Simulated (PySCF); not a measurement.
# C14H8O2: the cost of one run

The runs use PySCF 2.14.0, with density-fitted response routines of our own; the level of theory stands in each step. All values are computed, except where a source is named. Atoms count from 0, in the outputs and in this text.

## Step 1: The molecule as given

24 atoms, charge 0, multiplicity 1; geometry from: GFN2-xTB.

Bonds of the start (Å): O0–C1 1.21, C1–C2 1.53, C2–O3 1.21, C2–C4 1.47, C4–C5 1.40, C5–C6 1.38, C6–C7 1.39, C7–C8 1.38, C8–C9 1.40, C9–C10 1.46, C10–C11 1.40, C11–C12 1.38, C12–C13 1.39, C13–C14 1.38, C14–C15 1.40, C15–C1 1.47, C9–C4 1.41, C15–C10 1.41, C5–H16 1.08, C6–H17 1.08, C7–H18 1.08, C8–H19 1.08, C11–H20 1.08, C12–H21 1.08, C13–H22 1.08, C14–H23 1.08.

## Step 2: Relaxing the molecule at PBE0-D3(BJ)/def2-SVP

The job: settings as JSON, then the geometry in Å.

```
{"job": {"xc": "PBE0", "basis": "def2-SVP", "d3": "d3bj", "grid": 2, "kind": "geom"}, "charge": 0, "multiplicity": 1}
O     -1.913550     2.375700    -0.236310
C     -1.104130     1.478880    -0.146180
C      0.390800     1.803590    -0.148020
O      0.755060     2.955170    -0.241480
C      1.327560     0.674010    -0.033850
C      2.689520     0.976260    -0.035810
C      3.637520    -0.020610     0.065610
C      3.219180    -1.337960     0.170890
C      1.871570    -1.649250     0.174200
C      0.892730    -0.659420     0.072310
C     -0.538560    -0.970340     0.073760
C     -1.018340    -2.276960     0.177690
C     -2.373660    -2.552750     0.177820
C     -3.301030    -1.527790     0.073170
C     -2.852200    -0.227640    -0.031290
C     -1.487590     0.062380    -0.032150
H      2.975240     2.014450    -0.119230
H      4.689220     0.221560     0.062840
H      3.947110    -2.131980     0.251360
H      1.591690    -2.686960     0.257390
H     -0.333040    -3.104840     0.261710
H     -2.706430    -3.577100     0.260320
H     -4.358440    -1.743680     0.073580
H     -3.543030     0.598310    -0.114940
```

Q: Estimate the wall time of this first job on 8 threads of Intel Xeon 6975P-C (Granite Rapids), shared host.

About 3.1 min.
